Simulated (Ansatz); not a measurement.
**Mo: an axial (c/a) deformation path**

An exercise on one series of results from a longer session: the logs are not shown, and one member is left open.

Computed with Ansatz 0.2.0 (DFT PBEsol, scalar-relativistic, plane waves, PAW, unless a step's input says otherwise).

2 further runs of the same task are left out: 2 set aside as unsound or not needed. Runs told in other sessions of the task aren't counted.

### The starting structure

The structure is hexagonal, space group P6/mmm (No. 191). Conventional cell: a = 2.742 Å, b = 2.742 Å, c = 2.492 Å, α = 90.00°, β = 90.00°, γ = 120.00°. Mo (site symmetry 6/mmm) has 8 Mo at 2.49 to 2.74 Å in its first shell of neighbours.

Structure file:

```
Mo
1.0
     2.74234    0.00000    0.00000
    -1.37117    2.37493    0.00000
     0.00000    0.00000    2.49207
Mo
1
Direct
  0.00000 0.00000 0.50000
```

It goes back to an entry of the Materials Project, which need not be the stable form.

It is the result of an earlier relaxation at this level (volume 16.23 Å³/atom; gap on the mesh: none (metal)).

The first run:

File input.yaml:

```yaml
crystal:
  lattice:
    - [2.7423354202, 0.0, 0.0]
    - [-1.3711677101, 2.3749321396, 0.0]
    - [0.0, 0.0, 2.4920710759]
  atoms:
    - { symbol: Mo, position: [0.0, 0.0, 0.5] }
basis:
  ecutwfc: 420
kpoints:
  mp_grid: { grid: [30, 30, 26] }
hamiltonian:
  xc: pbesol
scf:
  occupations: { method: gaussian, width: 0.15 }
output:
  forces: true
  stress: true
  eigenvalues: true
```

The run is started by

```console
$ ansatz run input.yaml --threads 1 --pin off --max-ram 2560MiB --backend cpu --events-out ev --progress --plain --runs-dir out
```

Steps of the session up to this table: The undisturbed cell; ρ = 0.850; At ρ = 1.200; At ρ = 0.920; ρ = 1.100; ρ = 0.960; ρ = 1.050; Point ρ = 0.800; Point ρ = 1.300.

One of the session's tables, all rows but one given; the rest of the session is left out.

```
    ρ  ΔE (meV/atom)  pressure (GPa)
0.800          688.5            23.6
0.850          310.3            11.7
0.920           69.7             3.0
0.960           17.4             1.1
1.000            0.0             0.3
1.050           26.9             0.9
1.100              ?               ?
1.200          291.2             8.3
1.300          539.2            17.3
```

**Question.** Estimate the row for ρ = 1.100.

Worked estimate for «ΔE (meV/atom)». A straight line through the neighbours (1.050, 26.9) and (1.200, 291.2) gives 26.9 + (291.2 − 26.9) × (1.100 − 1.050) / (1.200 − 1.050) = 115.0; a parabola fitted to 4 rows on both sides gives 101.4.

As computed: ΔE (meV/atom): 98.0; pressure (GPa): 2.7. In «ΔE (meV/atom)» the line misses by +17.0 and the parabola by +3.4.
